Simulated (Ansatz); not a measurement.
**HfH2 (singlet): wave-function methods side by side at scale of all distances = 1.985, def2-SVP**

An exercise on one series of results from a longer session: the logs are not shown, and one member is left open.

Program: Ansatz 0.2.0, Gaussian basis. Level of theory: def2-SVP, core rule «outside noble gas», up to 4 orbitals frozen. These are calculated values, not measurements.

Plan: UHF; CCSD(T) on RHF; CCSD(T) on UHF; CISD; CCSDT(Q) on RHF; CCSDT(Q) on UHF; CASSCF and MRCISD+Q, 2 electrons in 2 orbitals; CASSCF and NEVPT2, 2 electrons in 2 orbitals; CASSCF and MRCISD+Q, 6 electrons in 8 orbitals; CASSCF and NEVPT2, 6 electrons in 8 orbitals; Full CI; Full CI in the symmetry of the determinant.

16 further runs of the same task are left out: 8 for a known fault of the program, 6 that didn't finish, 2 set aside as unsound or not needed.

### The system

The geometry derives from a PBE0/def2-TZVP stationary point (not a proven minimum). All distances are scaled together. No spin-orbit coupling is included. Elements past krypton take def2 core potentials.

3 atoms, charge 0, spin multiplicity 1.

Atoms are counted from 1 here; the program's logs count them from 0.

No contacts short enough for the rule that draws bonds.

Set-up of the first run:

Contents of in.yaml:

```yaml
crystal:
  periodic: [false, false, false]
  atoms:
    - {symbol: Hf, position_ang: [0.000000, 0.000000, 0.000000]}
    - {symbol: H, position_ang: [0.000000, 0.000000, -3.794923]}
    - {symbol: H, position_ang: [0.000000, 0.000000, 3.794923]}
basis:
  gaussian: {orbitals: def2-SVP}
magnetization: {spin_polarized: true, initial_magnetization: 0}
hamiltonian: {xc: hf}
output: {orbitals: {seedname: orbitals}}
```

Command:

```console
$ ansatz run in.yaml --threads 1 --pin off --events-out ev --progress --plain --max-ram 2393MiB
```

Steps of the session up to this table: UHF; CCSD(T) on RHF; CCSD(T) on UHF; CISD; CCSDT(Q) on RHF; CCSDT(Q) on UHF; CASSCF and MRCISD+Q, 2 electrons in 2 orbitals; CASSCF and NEVPT2, 2 electrons in 2 orbitals; CASSCF and MRCISD+Q, 6 electrons in 8 orbitals; CASSCF and NEVPT2, 6 electrons in 8 orbitals; Full CI; Full CI in the symmetry of the determinant.

One of the session's tables, all rows but one given; the rest of the session is left out.

It belongs to the step «Misses and costs». 

| method | from FCI (kJ/mol) |
| --- | --- |
| CASSCF valence | +104.6 |
| NEVPT2 valence | ? |
| MRCISD valence | 0.0 |
| MRCISD+Q valence | -5.7 |
| FCI | 0 |

Estimate the missing values for NEVPT2 valence.

The run gave: from FCI (kJ/mol): +38.2. In the column «from FCI (kJ/mol)» it lies between FCI (0) and CASSCF valence (+104.6).

Not comparable, so not listed: CASSCF and MRCISD+Q, 2 electrons in 2 orbitals (they don't share determinant, frozen orbitals or solution with the rows shown, or repeat one).

Left out of the table: CASSCF pair, NEVPT2 pair (the active space lost an orbital or holds another state than full CI finds).

To keep in mind: The determinant is far from a pure spin state, so its energy mixes those of several spin states (harmless only where they are near-degenerate, as at dissociation). The report flags that the cluster equations may have other roots. Left out of the table: RHF, UHF, RMP2, UMP2, CISD, RCCSD, UCCSD, RCCSD(T), UCCSD(T), RCCSDT, UCCSDT, RCCSDT(Q), UCCSDT(Q) (another determinant or state than the rows shown). MRCISD+Q valence falls below full CI: the +Q correction isn't variational, and the cores differ from full CI's. Warnings in the runs' records: passed over end.
